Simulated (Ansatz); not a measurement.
LiMg, space group R-3m, a convergence test of the plane-wave cutoff

Program: Ansatz's Python interface.

`ecut_limg.py`:
```python
"""Cutoff test for LiMg."""

import csv
import warnings

import ansatz as az

warnings.simplefilter("ignore", az.DeckWarning)

system = (
    az.Lattice.from_parameters(3.0915, 3.0915, 15.2432, alpha=90, beta=90, gamma=120)
    .space_group(166)
    .atom("Li", (0.0, 0.0, 0.0))
    .atom("Mg", (2 / 3, 1 / 3, 5 / 6))
    .primitive()
)

setup = (
    system.calculation()
    .functional("LDA")
    .occupations(az.OccupationsMethod.COLD)
    .initial_density(normalization="cell")
    .kpoints(11, shift=0.5)
    .stress()
)

rows = []
for value in [300, 400, 500, 600, 700]:
    data = setup.basis(value).run(threads=1).report
    rows.append((value, data["free_energy_ev"] / len(data["lattice"]["sites"]), data["n_iterations"], sum(data["stress_gpa"][i][i] for i in range(3)) / 3, data["n_pw"]))

with open("ecut.csv", "w", newline="") as handle:
    writer = csv.writer(handle)
    writer.writerow(["cutoff (eV)", "F/atom (eV)", "iterations", "P (GPa)", "plane waves"])
    writer.writerows([round(v, 5) if isinstance(v, float) else v for v in row] for row in rows)

# the last row is the reference
for row in rows[:-1]:
    shift = 1000 * (row[1] - rows[-1][1])
    print(f"{row[0]}: {shift:+.2f} meV/atom" + ("  (within 2 meV)" if abs(shift) < 2 else ""))
```

```console
$ python ecut_limg.py
300: +11.54 meV/atom
400: +0.23 meV/atom  (within 2 meV)
500: +0.08 meV/atom  (within 2 meV)
600: +0.03 meV/atom  (within 2 meV)
```

File `ecut.csv` afterwards:
```csv
cutoff (eV),F/atom (eV),iterations,P (GPa),plane waves
300,-1051.64534,7,-1.41245,501
400,-1051.65665,7,-1.40769,761
500,-1051.6568,7,-1.40811,1075
600,-1051.65685,7,-1.40837,1425
700,-1051.65688,7,-1.40854,1779
```

From 400 eV on it stays within 2 meV an atom of the value at 700 eV; the first row (300 eV) is off by 11.5 meV and the last but one by 0.03 meV. The energy falls steadily, as expected when plane waves are added. The pressure moves from -1.41 to -1.41 GPa (the program's stress holds a Pulay correction, so it settles early).

Notes:
- For a metal this k-point mesh is coarse: on a finer one energies can move by several to tens of meV an atom and pressures by half a GPa or more, differences at one mesh by less.
- Pressure is positive in compression.
- This cell is a computed structure, which may not be the phase found in nature.
- Shifts are counted from the last row, which is itself no proven limit.
- The script silences the warnings on its input, which a real study should read.
- Cost: of the order of 13 core-seconds.

(Lines on the test bed's own set-up are left out of the output.)
